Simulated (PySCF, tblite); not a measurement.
# C₃H₇B₂F₃O: geometry, infrared bands and NMR shifts

What infrared bands and NMR shifts should C₃H₇B₂F₃O (`CB(C)BOC(F)(F)F`) show?

Programs: tblite 0.8.0 and PySCF 2.14.0, with density-fitted response routines of our own. Each step states its level of theory. These are calculated values for one molecule in the gas phase, unless marked as measured. Atoms are numbered from 0 throughout.

### 1 The molecule as given

16 atoms, charge 0, multiplicity 1; geometry from: force field or distance geometry start.

Bonds of the start (Å): C0–B1 1.58, B1–C2 1.59, B1–B3 1.67, B3–O4 1.47, O4–C5 1.40, C5–F6 1.38, C5–F7 1.38, C5–F8 1.39, C0–H9 1.11, C0–H10 1.11, C0–H11 1.12, C2–H12 1.10, C2–H13 1.11, C2–H14 1.09, B3–H15 1.18.

### 2 Geometry optimisation with GFN2-xTB

The job: settings as JSON, then the geometry in Å.

```
{"job": {"kind": "relax", "xc": "GFN2-xTB", "basis": "xTB"}, "charge": 0, "multiplicity": 1}
C     -1.896700     1.278000     0.418200
B     -0.851200     0.279000    -0.223400
C     -1.244700    -1.229300    -0.558800
B      0.688200     0.828200    -0.565100
O      1.686500    -0.076200    -1.164300
C      2.557100    -0.579000    -0.186100
F      1.877900    -1.312600     0.768400
F      3.480200    -1.411100    -0.792100
F      3.271400     0.444700     0.431700
H     -2.052600     2.143900    -0.257900
H     -1.533200     1.643000     1.396300
H     -2.885200     0.773100     0.573500
H     -1.106900    -1.407100    -1.635900
H     -2.315200    -1.409000    -0.315200
H     -0.627200    -1.920400     0.021600
H      0.943900     1.963700    -0.382400
```

Launch:

```
> OMP_NUM_THREADS=1 python probes_run.py task.json out
```

This one command runs all jobs of the session in turn.

**Question.** This job is followed by: GFN2-xTB harmonic vibrations, gas phase; GIAO PBE0/pcSseg-1 NMR shielding, non-relativistic, gas phase. What will the session give for the following? strongest single infrared mode (GFN2-xTB); zero-point energy (GFN2-xTB); 13C shifts against TMS (PBE0/pcSseg-1, means over atoms taken as alike); 1H shifts against TMS (PBE0/pcSseg-1, means over atoms taken as alike); 11B shifts against BF3·OEt2 (PBE0/pcSseg-1); 17O shifts against H2O (PBE0/pcSseg-1); 19F shifts against CFCl3 (PBE0/pcSseg-1, means over atoms taken as alike); surface potential, 1st and 99th percentile.

The runs gave:

```
                                                                 quantity                  value
                                strongest single infrared mode (GFN2-xTB)  1223 cm⁻¹, 858 km/mol
                                             zero-point energy (GFN2-xTB)          66.6 kcal/mol
  13C shifts against TMS (PBE0/pcSseg-1, means over atoms taken as alike)        130.1, 18.3 ppm
   1H shifts against TMS (PBE0/pcSseg-1, means over atoms taken as alike)         6.77, 1.19 ppm
                              11B shifts against BF3·OEt2 (PBE0/pcSseg-1)         98.7, 66.0 ppm
                                   17O shifts against H2O (PBE0/pcSseg-1)              237.3 ppm
19F shifts against CFCl3 (PBE0/pcSseg-1, means over atoms taken as alike)              -66.1 ppm
                                    surface potential, 1st and 99th percentile     -0.56 V and 1.51 V
```

In words: The optimisation took 114 steps and gained 1.314 eV; among the close pairs (by a distance rule), B3–O4 changed most, from 1.474 to 1.379 Å. All 42 modes are real, so the xTB geometry is a minimum. The strongest single mode, at 1223 cm⁻¹, moves mainly C5 and O4. GFN2-xTB is a fitted tight-binding method: band positions and strengths are rough. Its intensities can rank the bands wrongly. At PBE0/pcSseg-1: The largest span, 245 ppm, is at O4, where the paramagnetic term is -300 ppm. By nearest atom (PBE0/pcSseg-1), the HOMO sits on B1, B3 about 26 % each; H15 13 % and the LUMO on B1 40 %; B3 21 %.
